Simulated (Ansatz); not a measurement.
# Ti3Al (Fm-3m): test of the smearing width, by script

Wanted for Ti3Al (Fm-3m): a test of the smearing width.

Program: Ansatz 0.2.0 through its Python package. Level of theory: DFT LDA, plane waves, PAW. These are calculated values, not measurements.

## (1) Starting point

It takes space group Fm-3m (No. 225, cubic). The conventional cell has a = 6.464 Å, b = 6.464 Å, c = 6.464 Å, α = 90.00°, β = 90.00°, γ = 90.00°. Ti (site symmetry -43m) has 4 Ti at 2.80 Å and 4 Al at 2.80 Å in its first shell of neighbours. Ti (site symmetry m-3m) is surrounded by 8 Ti at 2.80 Å. Al (site symmetry m-3m) is surrounded by 8 Ti at 2.80 Å.

The script reads POSCAR_ti3al:

```text
Ti3Al
1.0
   0.00000000    3.23178100    3.23178100
   3.23178100    0.00000000    3.23178100
   3.23178100    3.23178100    0.00000000
Ti Al
3 1
Direct
   0.75000000    0.75000000    0.75000000
   0.25000000    0.25000000    0.25000000
   0.00000000    0.00000000    0.00000000
   0.50000000    0.50000000    0.50000000
```

## (2) The script

ti3al.py

```python
import logging
import sys

import ansatz as az
from ase.io import read

logging.basicConfig(stream=sys.stdout, format="%(levelname)s:%(name)s:%(message)s")
logger = logging.getLogger("run")
logger.setLevel(logging.INFO)


def main() -> None:
    atoms = read("POSCAR_ti3al", format="vasp")
    cell = az.Crystal.from_ase(atoms)

    base = (
        cell.calculation()
        .pseudopotentials("paw")
        .basis(380)
        .kpoints(4, center="monkhorst-pack")
        .functional("LDA")
        .scf(lower_state_search="standard")
        .eigensolver("auto")
        .forces()
        .stress()
    )

    rows = []
    for value in [0.5, 0.3, 0.2, 0.1]:
        summary = base.occupations("methfessel_paxton", width=value).run(threads=1, backend="cpu").report
        rows.append((value, summary["free_energy_ev"] / len(summary["lattice"]["sites"]), summary["n_iterations"], sum(summary["stress_gpa"][i][i] for i in range(3)) / 3, max(abs(f) for row in summary["forces_ev_ang"] for f in row), summary["n_kpoints"]))

    logger.info("  width (eV)   F/atom (eV)    iterations       P (GPa)  max component (eV/A)      k-points")
    for row in rows:
        logger.info(f"{str(row[0]):>12s}  {row[1]:12.5f}  {row[2]:12d}  {row[3]:12.3f}  {row[4]:20.4f}  {row[5]:12d}")

    for row in rows[:-1]:
        shift = 1000 * (row[1] - rows[-1][1])
        logger.info(f"{row[0]}: {shift:+.2f} meV/atom" + ("  (within 2 meV)" if abs(shift) < 2 else ""))


if __name__ == "__main__":
    main()
```

## (3) The calls as engine input

The engine receives this input (first run):

```yaml
crystal:
  lattice:
    - [0.0, 3.231781, 3.231781]
    - [3.231781, 0.0, 3.231781]
    - [3.231781, 3.231781, 0.0]
  atoms:
    - { symbol: Ti, position: [0.75, 0.75, 0.75] }
    - { symbol: Ti, position: [0.25, 0.25, 0.25] }
    - { symbol: Ti, position: [0.0, 0.0, 0.0] }
    - { symbol: Al, position: [0.5, 0.5, 0.5] }
basis:
  ecutwfc: 380.0
kpoints:
  mp_grid:
    grid: [4, 4, 4]
    shift: [0.5, 0.5, 0.5]
hamiltonian:
  xc: lda
  pseudopotentials:
    kind: paw
scf:
  lower_state_search: standard
  occupations:
    method: methfessel_paxton
    width: 0.5
  eigensolver:
    kind: auto
output:
  forces: true
  stress: true
```

## (4) Running it

Launch:

```bash
$ python ti3al.py
```

Output:

```text
DeckWarning: basis.ecutwfc = 380 eV is below the records' recommended 420 eV, and the density's cutoff is lower with it unless basis.ecutrho_ratio is high enough to keep the records' density cutoff: compare with a run at a higher cutoff
DeckWarning: crystal.symmetry: narrowed to the stabiliser of the k-point mesh — unitary ops 48 → 12; excluded 36 operations that carry a point of the 4×4×4 mesh (shift [0.5, 0.5, 0.5]) off the mesh (the run samples exactly the mesh kpoints.mp_grid names, as [...]
INFO:run:  width (eV)   F/atom (eV)    iterations       P (GPa)  max component (eV/A)      k-points
INFO:run:         0.5   -1966.07077             6        -8.436                0.0045            10
INFO:run:         0.3   -1966.06247             7        -8.646                0.0094            10
INFO:run:         0.2   -1966.06039             6        -8.654                0.0065            10
INFO:run:         0.1   -1966.05845             6        -8.642                0.0346            10
INFO:run:0.5: -12.31 meV/atom
INFO:run:0.3: -4.01 meV/atom
INFO:run:0.2: -1.94 meV/atom  (within 2 meV)
```

(Warnings from the package without file and line, shortened.)

It took 4.8 s on 1 thread of Arm Neoverse V1, shared host; peak memory 0.42 GiB.

## (5) What changed from run to run

The engine's inputs for the other runs:

Run 2, against run 1:

```diff
@@ -25 +25 @@
-    width: 0.5
+    width: 0.3
```

Run 3, against run 1:

```diff
@@ -25 +25 @@
-    width: 0.5
+    width: 0.2
```

Run 4, against run 1:

```diff
@@ -25 +25 @@
-    width: 0.5
+    width: 0.1
```

## (6) Run by run

One row for each of the 4 runs:

```tsv
run	width (eV)	energy from run 4 (meV/atom)	the same at zero width (meV/atom)	pressure (GPa)	SCF cycles	CPU time (s)
1	0.5	-12.31	-6.02	-8.44	6	0.94
2	0.3	-4.01	-2.37	-8.65	7	0.84
3	0.2	-1.94	-1.19	-8.65	6	0.84
4	0.1	0.00	0.00	-8.64	6	0.78
```

Energies are free energies F = E - TS of the smeared occupations. 

## (7) Summary of results

```
                              quantity           value
                         runs compared               4
       last run but one, from the last  -1.94 meV/atom
within 5 meV/atom of the last run from             0.3
```

What this shows: Going from 0.1 to 0.5 eV changes F by -12.3 meV an atom. This scheme is built to cancel the term in the square of the width, but that needs a smooth density of states and a fine mesh, and here a sizeable shift remains. The pressure moves from -8.64 to -8.44 GPa. Notes:
- The cutoff lies under the one recommended for these potentials.
- The run is spin-unpolarised.
- Under the recommended cutoff a pressure can be off by several GPa, even in sign.
- The mesh is modest for a metal, so energies can be off by several to tens of meV an atom and pressures by half a GPa or more; differences at equal mesh fare better.
- The free energy holds a sizeable smearing term, which stands for no physical temperature.
- The narrowest width needs the finest mesh, so the last row is no converged reference.
- Pressure is positive in compression.
- This cell is a computed structure, which may not be the phase found in nature.
